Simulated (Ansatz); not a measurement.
# Tungsten, fcc under LDA: structure, energy and stiffness

The plan for tungsten in the fcc structure: relax it, solve it on a dense k-mesh, switch on spin-orbit coupling, then scale the cell to 7 volumes from 88 to 112 % of the relaxed one and try a fit of the equation of state. The k-meshes are 14×14×14 for the relaxation; 22×22×22 for the dense run; 14×14×14 for spin-orbit coupling; 15×15×15 for the volumes.

This is W in the fcc structure; at room conditions it is bcc.

Program: Ansatz 0.2.0. Level of theory: DFT LDA (PW92), plane waves (420 eV) with PAW, scalar-relativistic; PBE-made PAW files. These are calculated values, not measurements.

## 1. Starting point

The structure is cubic, space group Fm-3m (No. 225). Conventional cell: a = 3.987 Å, b = 3.987 Å, c = 3.987 Å, α = 90.00°, β = 90.00°, γ = 90.00°. W (site symmetry m-3m) is surrounded by 12 W at 2.82 Å.

Coordinates:

```cif
data_structure
_symmetry_space_group_name_H-M 'P 1'
_symmetry_Int_Tables_number 1
_cell_length_a 2.8194
_cell_length_b 2.8194
_cell_length_c 2.8194
_cell_angle_alpha 60.000
_cell_angle_beta 60.000
_cell_angle_gamma 60.000
_cell_volume 15.85
loop_
_atom_site_label
_atom_site_type_symbol
_atom_site_fract_x
_atom_site_fract_y
_atom_site_fract_z
_atom_site_occupancy
W1 W 0.00000 0.00000 0.00000 1
```

## 2. Relaxation of the cell

File input.yaml:

```yaml
crystal:
  lattice:
    - [0.0, 1.9936234741, 1.9936234741]
    - [1.9936234741, 0.0, 1.9936234741]
    - [1.9936234741, 1.9936234741, 0.0]
  atoms:
    - { symbol: W, position: [0.0, 0.0, 0.0] }
hamiltonian:
  xc: lda
  pseudopotentials:
    kind: paw
    azcp:
      W: "pseudopotentials/W.paw.azcp"
basis:
  ecutwfc: 420
  fft_grid_basis: typed
kpoints:
  mp_grid: { grid: [14, 14, 14], shift: [0, 0, 0] }
magnetization:
  spin_polarized: false
scf:
  occupations: { method: fermi_dirac, width: 0.1 }
relax:
  max_steps: 60
  f_tol: 0.01
  cell: {}
output:
  write_density: true
  write_potential: true
  elf: true
  volumetric_format: npy
```

After this run come: Single point on a dense mesh; A two-component run at the same geometry; Volume × 0.88; Volume × 0.92; Volume × 0.96; Volume × 1.0; Volume × 1.04; Volume × 1.08; Volume × 1.12.

What does the calculation give? Wanted: space group; conventional cell; volume; shortest distance; gap on the mesh; relative to bcc; V₀, B₀, B₀′.

**Answer**, as computed:

```
                      quantity                         value
space group (spins left aside)               Fm-3m (No. 225)
             conventional cell                   a = 3.974 Å
                        volume                15.693 Å³/atom
             shortest distance                       2.810 Å
               gap on the mesh  none (levels filled in part)
               relative to bcc                 +495 meV/atom
                   V₀, B₀, B₀′  15.653 Å³/atom, 314 GPa, 4.2
```

In words: The relaxation shrank the cell by 1.0 % in volume. Against the reference form of tungsten (bcc, computed apart with the same settings) it stands 495 meV/atom higher, so it is far from stable. Levels at the Fermi energy are filled in part, as in a metal. The total energy of the spin-orbit run lies -23.7 eV/atom from the scalar one, but the two kinds of run don't share a zero of energy: only differences within one kind count. B₀ comes out at 314 GPa, among the stiffest elements. The symmetry was held, so the structure may be unstable against distortions that break it.
